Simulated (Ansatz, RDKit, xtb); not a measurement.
**C4H8N2Si: which of the isomers drawn lies lowest?**

A sample of isomers of C4H8N2Si is drawn. Aim: find which of them has the lowest free energy at 298.15 K, then its properties. The sample is small against all isomers, and the most stable one of this formula need not be in it.

The funnel: GFN2-xTB relaxations, single points with a density functional, relaxations at B3LYP/def2-SVP, harmonic vibrations (at GFN2-xTB), and a last energy at a higher level. All values are calculated.

### 1 Drawing up candidates

Isomers were taken from a list of plausible structures; this is a sample, not all of them. That gives 7 candidates.

| label | SMILES | spin |
| --- | --- | --- |
| c058 | NC1=CC=C[Si@@H]1N | singlet |
| c062 | NC1=C(N)[SiH2]C=C1 | singlet |
| c229 | N[Si]1(N)C=CC=C1 | singlet |
| c409 | NC1=C[SiH2]C(N)=C1 | singlet |
| c467 | NC1=CC=C(N)[SiH2]1 | singlet |
| c591 | NC1=C[SiH2]C=C1N | singlet |
| c766 | NC1=C[Si@@H](N)C=C1 | singlet |

Candidates are built by distance geometry, with a force field where one applies, in up to four conformers (letters a to d).

Q: Predict the outcome of this search (final energies at CCSD(T)/def2-SVP + MP2/def2-TZVPP - MP2/def2-SVP).

| quantity | value |
| --- | --- |
| lowest structure found | N[Si]1(N)C=CC=C1, singlet |
| next finalist | NC1=C[Si@@H](N)C=C1, singlet, 20.6 kcal/mol higher in G |
| share at equilibrium, among the finalists | 100.0 % |

The search ends on `N[Si]1(N)C=CC=C1`. Among the finalists first place is clear (20.6 kcal/mol); structures outside the list aren't covered. GFN2-xTB, HF/STO-3G, r2SCAN-D4/def2-SVP, B3LYP/def2-SVP, HF/def2-SVP and MP2/def2-SVP already put its bonding pattern lowest among the structures in one piece. Lowest found is not proven lowest: the search is finite, and each finalist counts with one conformer. Only 7 drawn patterns were tried, so whole families of isomers are missing, and the result ranks this sample alone.
